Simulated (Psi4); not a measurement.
# BSiH3ClO (SMILES [SiH3]O[B]Cl) at UPBE/6-31G(d) (density fitting, Cartesian functions, sweep point 8)

Wanted: the energy of BSiH3ClO. 

Program for the calculation: Psi4 1.11.

7 further runs of the same task are left out: 1 that didn't finish, 6 set aside as unsound or not needed.

## Step 1: The system as given

BSiH3ClO: 7 atoms, total charge 0, spin state doublet. As SMILES, `[SiH3]O[B]Cl`. Geometry: relaxed at PBE0-D4/def2-TZVP. This is one conformer, not always the lowest.

Bond lengths: Si1–O2 1.667 Å, O2–B3 1.324 Å, B3–Cl4 1.747 Å, Si1–H5 1.480 Å, Si1–H6 1.482 Å, Si1–H7 1.480 Å. Angles: Si1–O2–B3 133.9°, O2–B3–Cl4 123.5°, O2–Si1–H5 107.1°, O2–Si1–H6 109.9°, O2–Si1–H7 107.2°, H5–Si1–H6 110.9°, H5–Si1–H7 110.6°, H6–Si1–H7 110.9°.

## Step 2: A single-point energy at UPBE/6-31G(d) (density fitting, Cartesian functions, sweep point 8)

File input.dat:

```
memory 1600 MB

molecule molecule1 {
  0 2
  Si    -0.573000     0.775400     0.374800
  O      0.044900    -0.648400    -0.233600
  B      1.256200    -1.042100    -0.596600
  Cl     1.605000    -2.636800    -1.219100
  H     -1.201300     0.456800     1.676100
  H      0.515600     1.766600     0.541200
  H     -1.586300     1.260400    -0.588400
  symmetry c1
}

set basis 6-31G*
set reference uks
set scf_type df
set level_shift 0.5

e, wfn = energy('pbe', return_wfn=True)
print_variables()
```

Command:

```bash
$ psi4 input.dat output.dat -n 1
```

output.dat:

```text
[...]
  Running in c1 symmetry.
[...]
  Nuclear repulsion =  174.532067006571907
[...]
  Multiplicity = 2
[...]
  Nalpha       = 24
  Nbeta        = 23
[...]
    Number of basis functions: 74
[...]
   @DF-UKS iter   1:  -850.90836527808028   -1.38192e-01   9.28267e-03 DIIS/ADIIS
[...]
   @DF-UKS iter  11:  -851.10759639497223   -7.26675e-09   2.09173e-07 DIIS
[...]
   @S^2 Observed:                7.524685538E-01
[...]
    Orbital Energies [Eh]
    ---------------------
    Alpha Occupied:
       1A   -100.683301     2A    -65.463709     3A    -18.821944
       4A     -9.182137     5A     -7.004980     6A     -6.998463
       7A     -6.996949     8A     -6.598233     9A     -5.098232
      10A     -3.511710    11A     -3.507638    12A     -3.507603
      13A     -0.960448    14A     -0.765479    15A     -0.557564
      16A     -0.450522    17A     -0.406690    18A     -0.386451
      19A     -0.384757    20A     -0.320247    21A     -0.317127
      22A     -0.289937    23A     -0.289217    24A     -0.162266
    Alpha Virtual:
      25A     -0.051059    26A     -0.026520    27A      0.040163
[...]
  @DF-UKS Final Energy:  -851.10759639497223
   => Energetics <=
    Nuclear Repulsion Energy =            174.5320670065719071
    One-Electron Energy =               -1521.8711975833043653
    Two-Electron Energy =                 558.7014002738580984
    DFT Exchange-Correlation Energy =     -62.4698660920978952
    Empirical Dispersion Energy =           0.0000000000000000
    VV10 Nonlocal Energy =                  0.0000000000000000
    Total Energy =                       -851.1075963949722336
[...]
 Multipole Moments:
 ------------------------------------------------------------------------------------
     Multipole            Electronic (a.u.)      Nuclear  (a.u.)        Total (a.u.)
 ------------------------------------------------------------------------------------
 L = 1.  Multiply by 2.5417464519 to convert [e a0] to [Debye]
 Dipole X            :          4.8796220           -5.3556156           -0.4759936
 Dipole Y            :         -6.9157063            7.6142246            0.6985182
 Dipole Z            :         -3.3134397            3.6447657            0.3313260
 Magnitude           :                                                    0.9078956
[...]
```

Run time: 18 s. Hardware: 1 thread of AMD EPYC 7R43 (Zen 3), shared host; peak memory 0.48 GiB.

## Step 3: Summary of results

At UPBE/6-31G* (density fitting, Cartesian functions, sweep point 8):

| quantity | value |
| --- | --- |
| total energy | -851.10760 Eh |
| dipole moment | 2.31 D |
| HOMO energy (highest over α and β) | -4.42 eV |
| LUMO energy (lowest over α and β) | -2.20 eV |
| ⟨S²⟩ | 0.752 |
